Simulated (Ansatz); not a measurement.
# MoS2: the cost of one run

All numbers are computed with Ansatz 0.2.0, driven from Python. Level of theory: DFT LDA, plane waves, PAW.

## 1. Starting point

The structure is cubic, space group F-43m (No. 216). The conventional cell has a = 9.599 Å, b = 9.599 Å, c = 9.599 Å, α = 90.00°, β = 90.00°, γ = 90.00°. Mo (site symmetry 3m) is surrounded by 6 S at 2.37 to 2.51 Å. S (site symmetry 3m) is surrounded by 3 Mo at 2.37 Å. S (site symmetry 3m) has 3 Mo at 2.51 Å as nearest neighbours.

No structure file is read: the coordinates are typed or built in the script.

## 2. Script

The input, deck_mos2.py:

```python
'''Single point of MoS2 through the engine session.'''

import logging
import sys
import warnings

import ansatz as az
import numpy as np

logging.basicConfig(stream=sys.stdout, format='%(levelname)s:%(name)s:%(message)s')
log = logging.getLogger('ansatz_job')
log.setLevel(logging.INFO)

warnings.simplefilter('ignore', az.DeckWarning)

deck = {
    'crystal': {
        'lattice': [[0.0, 4.7996, 4.7996], [4.7996, 0.0, 4.7996], [4.7996, 4.7996, 0.0]],
        'atoms': [
            {'symbol': 'Mo', 'position': [0.141152, 0.141152, 0.141152]},
            {'symbol': 'Mo', 'position': [0.141152, 0.141152, 0.576543]},
            {'symbol': 'Mo', 'position': [0.141152, 0.576543, 0.141152]},
            {'symbol': 'Mo', 'position': [0.576543, 0.141152, 0.141152]},
            {'symbol': 'S', 'position': [0.844726, 0.385091, 0.385091]},
            {'symbol': 'S', 'position': [0.385091, 0.385091, 0.844726]},
            {'symbol': 'S', 'position': [0.385091, 0.844726, 0.385091]},
            {'symbol': 'S', 'position': [0.881522, 0.355433, 0.881522]},
            {'symbol': 'S', 'position': [0.355433, 0.881522, 0.881522]},
            {'symbol': 'S', 'position': [0.881522, 0.881522, 0.881522]},
            {'symbol': 'S', 'position': [0.881522, 0.881522, 0.355433]},
            {'symbol': 'S', 'position': [0.385091, 0.385091, 0.385091]},
        ],
    },
    'kpoints': {'mp_grid': {'grid': [4, 4, 4]}},
    'hamiltonian': {'xc': 'lda'},
    'scf': {'occupations': {'method': 'fermi_dirac', 'width': 0.15}},
    'basis': {'ecutwfc': 510},
    'output': {'forces': True, 'stress': True, 'eigenvalues': True},
}

planned = az.Session.from_dict(deck).plan(threads=1, pin='off')
outcome = planned.execute()
data = outcome.report

log.info(f'free energy      {data["free_energy_ev"]:.5f} eV')
log.info(f'per atom         {data["free_energy_ev"] / len(outcome.lattice.sites):.5f} eV')
log.info(f'SCF iterations   {data["n_iterations"]}  (converged: {data["converged"]})')

gap = None if 'band_edges_ev' not in data else data['band_edges_ev'][1] - data['band_edges_ev'][0]
print('gap on the k mesh:', 'withheld (metal, or smearing too wide to tell)' if gap is None else f'{gap:.3f} eV')
print('lowest empty less highest filled band, by band count:', round(data['gap_by_band_count_ev'], 3), 'eV')

# pressure is a third of the trace
sigma = data['stress_gpa']
voigt = [sigma[0][0], sigma[1][1], sigma[2][2], sigma[1][2], sigma[0][2], sigma[0][1]]
print('stress xx yy zz yz xz xy (GPa, compression positive):', ' '.join(f'{s:.3f}' for s in voigt))
print('P =', round(10 * float(np.mean(voigt[:3])), 2), 'kbar')

# forces, one row an atom
forces = np.array(data['forces_ev_ang'])
norms = np.linalg.norm(forces, axis=1)
log.info('largest force {:.4f} eV/A on atom {}'.format(norms.max(), norms.argmax()))
print(np.array2string(forces, precision=4, suppress_small=True))
```

## 3. Running it

Run with:

```console
$ python deck_mos2.py
```

Q: Estimate wall time and peak memory on 1 thread of Intel Xeon 6975P-C (Granite Rapids), shared host.

About 10 s, with a peak of 0.55 GiB.
